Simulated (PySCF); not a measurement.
# Tc, Tc⁺, Tc²⁺, Tc³⁺, Tc⁴⁺: ionisation energies with spin-orbit coupling, part 2 of 2

Aim: the ionisation energy of technetium from differences of total energies, at each level of theory, and how far each lands from the tabulated value where there is one.

PySCF 2.14.0; two-component X2C-1e, run by a driver. The steps go on from the part before.

**6. Tc⁴⁺, method by method**

Level: GHF (spin-free).

Standard output:

```text
cycle= 1 E= -4279.0610743631  delta_E= -4.28e+03  |FDS-SDF|= 0.0225
cycle= 2 E= -4279.0725715802  delta_E= -0.0115  |FDS-SDF|= 0.00598
cycle= 3 E= -4279.0730531688  delta_E= -0.000482  |FDS-SDF|= 0.00183
cycle= 4 E= -4279.0730876369  delta_E= -3.45e-05  |FDS-SDF|= 0.000181
cycle= 5 E= -4279.0730884512  delta_E= -8.14e-07  |FDS-SDF|= 2.64e-05
cycle= 6 E= -4279.0730884710  delta_E= -1.98e-08  |FDS-SDF|= 3.22e-06
cycle= 7 E= -4279.0730884713  delta_E= -2.87e-10  |FDS-SDF|= 5.26e-07
```

Time after the integrals: 0.79 s (1 thread of Neoverse-V2, shared host).

Occupied spinors (without spin-orbit coupling the j labels only name the start):

```
spinor shell  electrons  mean energy (eV)  weight of the nominal j  rms radius (bohr)
       1s1/2          2          -21203.2                    1.000             0.0394
       2s1/2          2           -3142.8                    1.000              0.162
       2p1/2          2           -2812.1                    0.667              0.144
       2p3/2          4           -2811.8                    0.833              0.144
       3s1/2          2           -620.21                    1.000              0.441
       3p1/2          2           -508.60                    0.667              0.446
       3p3/2          4           -508.34                    0.833              0.446
       3d3/2          4           -327.85                    0.700              0.435
       3d5/2          6           -327.28                    0.800              0.435
       4s1/2          2           -135.51                    1.000               1.12
       4p1/2          2           -102.46                    0.667               1.22
       4p3/2          4           -100.42                    0.833               1.22
       4d3/2          3           -57.567                    0.600               1.54
```

M_J = 3/2, ⟨J²⟩ = 6.756, ⟨L²⟩ = 12.006, ⟨S²⟩ = 3.751.

Level: GMP2 (spin-free).

This step left no log, only its results.

Time after the integrals: 0.18 s (1 thread of Neoverse-V2, shared host).

With 11 electrons correlated and 6 very high virtual spinors dropped, the MP2 correlation energy is -0.19761 hartree. Largest pairs: 4d3/2-4p3/2 -0.0555, 4p3/2-4p3/2 -0.0449, 4p1/2-4p3/2 -0.0311, 4d3/2-4p1/2 -0.0244, 4d3/2-4d3/2 -0.0118.

Level: GHF (screened spin-orbit).

Standard output:

```text
cycle= 1 E= -4279.5962688985  delta_E= -4.28e+03  |FDS-SDF|= 0.0261
cycle= 2 E= -4279.6097790774  delta_E= -0.0135  |FDS-SDF|= 0.00651
cycle= 3 E= -4279.6105346825  delta_E= -0.000756  |FDS-SDF|= 0.00257
cycle= 4 E= -4279.6107142143  delta_E= -0.00018  |FDS-SDF|= 0.00151
cycle= 5 E= -4279.6108976480  delta_E= -0.000183  |FDS-SDF|= 0.00121
cycle= 6 E= -4279.6112043380  delta_E= -0.000307  |FDS-SDF|= 0.000438
cycle= 7 E= -4279.6112418952  delta_E= -3.76e-05  |FDS-SDF|= 0.000228
cycle= 8 E= -4279.6112472861  delta_E= -5.39e-06  |FDS-SDF|= 0.000198
cycle= 9 E= -4279.6112621834  delta_E= -1.49e-05  |FDS-SDF|= 5.75e-05
cycle= 10 E= -4279.6112632097  delta_E= -1.03e-06  |FDS-SDF|= 2.36e-05
cycle= 11 E= -4279.6112632679  delta_E= -5.82e-08  |FDS-SDF|= 1.56e-05
cycle= 12 E= -4279.6112633039  delta_E= -3.61e-08  |FDS-SDF|= 5.1e-06
cycle= 13 E= -4279.6112633072  delta_E= -3.22e-09  |FDS-SDF|= 9.66e-07
```

Time after the integrals: 2.5 s (1 thread of Neoverse-V2, shared host).

The outer occupied spinors:

```
spinor shell  electrons  mean energy (eV)  weight of the nominal j  rms radius (bohr)
       3p1/2          2           -522.64                    1.000              0.439
       3p3/2          4           -501.63                    1.000              0.450
       3d3/2          4           -330.16                    0.973              0.433
       3d5/2          6           -325.56                    0.982              0.437
       4s1/2          2           -135.45                    1.000               1.12
       4p1/2          2           -106.75                    0.712               1.22
       4p3/2          4           -98.272                    0.856               1.23
       4d3/2          3           -57.618                    0.660               1.54
```

M_J = 3/2, ⟨J²⟩ = 6.322, ⟨L²⟩ = 11.957, ⟨S²⟩ = 3.726. A second start ended at -4279.55133 hartree. Rows whose weight is well below 1 mix j = l ± 1/2: exchange competes with spin-orbit coupling there.

The determinant has a definite M_J but mixes levels of different J.

Level: GMP2 (screened spin-orbit).

No log was kept for this step.

It took 0.18 s on 1 thread of Neoverse-V2, shared host, the integrals not counted.

With 11 electrons correlated and 6 very high virtual spinors dropped, the MP2 correlation energy is -0.19793 hartree. Largest pairs: 4d3/2-4p3/2 -0.0701, 4p3/2-4p3/2 -0.0506, 4p1/2-4p3/2 -0.0291, 4d3/2-4d3/2 -0.0119, 4p3/2-4s1/2 -0.0108.

**7. Differences of total energies**

Ionisation energy: Tc [Kr] 4d5 5s2 [4d3/2^4 4d5/2^1, M_J = 5/2] → Tc⁺ [Kr] 4d5 5s1 [4d3/2^4 4d5/2^1 5s1/2^1, M_J = 3].

```csv
method,value (eV),error (eV),"CPU time, both states (s)"
GHF (spin-free),5.570,-1.549,1.8
GMP2 (spin-free),6.640,-0.479,2.5
GHF (screened spin-orbit),5.571,-1.548,7.3
GMP2 (screened spin-orbit),6.642,-0.478,7.9
```

Reference: 7.119 eV (measured; NIST Atomic Spectra Database, ionization energies). The spin-free rows have the spin-orbit operator switched off.

Ionisation energy: Tc⁺ [Kr] 4d5 5s1 [4d3/2^4 4d5/2^1 5s1/2^1, M_J = 3] → Tc²⁺ [Kr] 4d5 [4d3/2^4 4d5/2^1, M_J = 5/2].

| method | value (eV) | less the reference (eV) | CPU time, both states (s) |
| --- | --- | --- | --- |
| GHF (spin-free) | 14.215 | -1.045 | 1.6 |
| GMP2 (spin-free) | 14.889 | -0.371 | 2.3 |
| GHF (screened spin-orbit) | 14.214 | -1.046 | 6.1 |
| GMP2 (screened spin-orbit) | 14.888 | -0.372 | 6.6 |

Reference: 15.26 eV (semi-empirical (NIST evaluation); NIST Atomic Spectra Database, ionization energies). The spin-free rows have the spin-orbit operator switched off.

Ionisation energy: Tc²⁺ [Kr] 4d5 [4d3/2^4 4d5/2^1, M_J = 5/2] → Tc³⁺ [Kr] 4d4 [4d3/2^4, M_J = 0].

```
                    method  value (eV)  less the reference (eV)  CPU time, both states (s)
           GHF (spin-free)      28.887                   -0.663                        1.6
          GMP2 (spin-free)      29.517                   -0.033                        2.2
 GHF (screened spin-orbit)      28.744                   -0.806                        4.9
GMP2 (screened spin-orbit)      29.368                   -0.182                        5.4
```

Reference: 29.55 eV (semi-empirical (NIST evaluation); NIST Atomic Spectra Database, ionization energies). The spin-free rows have the spin-orbit operator switched off. The determinant of Tc3+ mixes levels of different J (the jj label is only the starting occupation), so the difference between spin-free and spin-orbit rows is not the physical spin-orbit shift.

**8. The energy differences, continued**

Ionisation energy: Tc³⁺ [Kr] 4d4 [4d3/2^4, M_J = 0] → Tc⁴⁺ [Kr] 4d3 [4d3/2^3, M_J = 3/2].

```csv
method,value (eV),less the reference (eV),"CPU time, both states (s)"
GHF (spin-free),41.675,+0.675,1.6
GMP2 (spin-free),42.258,+1.258,2.1
GHF (screened spin-orbit),41.581,+0.581,4.4
GMP2 (screened spin-orbit),42.165,+1.165,4.8
```

Reference: 41 ± 1.7 eV (theoretical estimate listed by NIST; NIST Atomic Spectra Database, ionization energies). The spin-free rows have the spin-orbit operator switched off. The determinant of Tc3+ mixes levels of different J (the jj label is only the starting occupation), so the difference between spin-free and spin-orbit rows is not the physical spin-orbit shift.

Times are CPU seconds on a shared host without the integrals; correlated rows include their Hartree-Fock run.

**9. Results**

What follows sums up all 2 parts.

| quantity | value |
| --- | --- |
| ionisation energy, Tc | GHF (spin-free) 5.570, GMP2 (screened spin-orbit) 6.642 eV; reference 7.119 |
| ionisation energy, Tc⁺ | GHF (spin-free) 14.215, GMP2 (screened spin-orbit) 14.888 eV; reference 15.26 |
| ionisation energy, Tc²⁺ | GHF (spin-free) 28.887, GMP2 (screened spin-orbit) 29.368 eV; reference 29.55 |
| ionisation energy, Tc³⁺ | GHF (spin-free) 41.675, GMP2 (screened spin-orbit) 42.165 eV; reference 41 ± 1.7 |

Each level's miss and price (over 1 difference):

```csv
method,mean absolute miss against the measured value (with the measured fine structure taken into account where it is known) (eV),"CPU time, both states (s)"
GHF (spin-free),1.549,1.8
GMP2 (spin-free),0.479,2.5
GHF (screened spin-orbit),1.548,7.3
GMP2 (screened spin-orbit),0.478,7.9
```

In words: GMP2 (screened spin-orbit) lands nearest to the measured value (off by 0.48 eV), level with GMP2 (spin-free); GHF (spin-free) misses by most (1.55 eV). Spin-orbit coupling moves the first difference by +0.002 eV at GMP2. The basis is finite, and no extrapolation was made. The dearest level timed, GMP2 (screened spin-orbit), costs 4.4 times the cheapest, GHF (spin-free), and differs from the measured value (with the measured fine structure taken into account where it is known) by 0.48 against 1.55 eV.
